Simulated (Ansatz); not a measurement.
# CH8BFN2SSi: the cost of one run

All numbers below are computed with Ansatz 0.2.0 (RKS B3LYP-D4/STO-3G).

## Step 1: Starting point

Bond lengths: N1–C2 1.480 Å, C2–B3 1.618 Å, B3–S4 1.881 Å, B3–Si5 1.917 Å, Si5–N6 1.798 Å, Si5–F7 1.715 Å, N1–H8 1.058 Å, N1–H9 1.020 Å, C2–H10 1.112 Å, C2–H11 1.133 Å, S4–H12 1.356 Å, Si5–H13 1.497 Å, N6–H14 1.055 Å, N6–H15 1.059 Å. Angles (14 of 22 angles, heavy atoms first): N1–C2–B3 111.3°, C2–B3–S4 118.1°, C2–B3–Si5 120.5°, S4–B3–Si5 121.2°, B3–Si5–N6 109.7°, B3–Si5–F7 109.6°, N6–Si5–F7 108.6°, N1–C2–H10 107.3°, N1–C2–H11 110.0°, B3–C2–H10 110.1°, B3–C2–H11 110.3°, C2–N1–H8 102.7°, C2–N1–H9 108.0°, B3–S4–H12 93.9°.

As a file:

```xyz
15

N     0.5253   -2.1120    0.7794
C     1.0391   -0.7454    0.5389
B     0.3186   -0.0616   -0.7383
S     0.5848   -0.8437   -2.4285
Si   -0.6637    1.5728   -0.5433
N    -2.0282    1.3264    0.6016
F     0.3654    2.7919    0.0872
H    -0.4563   -1.9328    1.1321
H     1.0346   -2.5049    1.5713
H     2.1337   -0.8302    0.3608
H     0.8911   -0.1072    1.4629
H     1.7001   -0.1176   -2.6906
H    -1.2390    2.0183   -1.8519
H    -2.6107    0.5257    0.2381
H    -1.6167    0.9697    1.5095
```

## Step 2: Preparing the start

input.yaml

```yaml
crystal:
  periodic: [false, false, false]
  atoms:
    - { symbol: "N", position_ang: [0.5253, -2.112, 0.7794] }
    - { symbol: C, position_ang: [1.0391, -0.7454, 0.5389] }
    - { symbol: B, position_ang: [0.3186, -0.0616, -0.7383] }
    - { symbol: S, position_ang: [0.5848, -0.8437, -2.4285] }
    - { symbol: Si, position_ang: [-0.6637, 1.5728, -0.5433] }
    - { symbol: "N", position_ang: [-2.0282, 1.3264, 0.6016] }
    - { symbol: F, position_ang: [0.3654, 2.7919, 0.0872] }
    - { symbol: H, position_ang: [-0.4563, -1.9328, 1.1321] }
    - { symbol: H, position_ang: [1.0346, -2.5049, 1.5713] }
    - { symbol: H, position_ang: [2.1337, -0.8302, 0.3608] }
    - { symbol: H, position_ang: [0.8911, -0.1072, 1.4629] }
    - { symbol: H, position_ang: [1.7001, -0.1176, -2.6906] }
    - { symbol: H, position_ang: [-1.239, 2.0183, -1.8519] }
    - { symbol: H, position_ang: [-2.6107, 0.5257, 0.2381] }
    - { symbol: H, position_ang: [-1.6167, 0.9697, 1.5095] }
basis:
  gaussian: { orbitals: STO-3G }
hamiltonian:
  xc: b3lyp
  dispersion: d4
relax:
  f_tol: 0.02
  max_steps: 40
scf:
  lower_state_search: "off"
```

The run is started by

```
> ansatz run input.yaml --threads 1 --pin off --max-ram 2048MiB --backend cpu --events-out ev --progress --plain --runs-dir out
```

What time and memory should one allow on 1 thread of Arm Neoverse V2, shared host?

About 95 s, with a peak of 0.21 GiB.
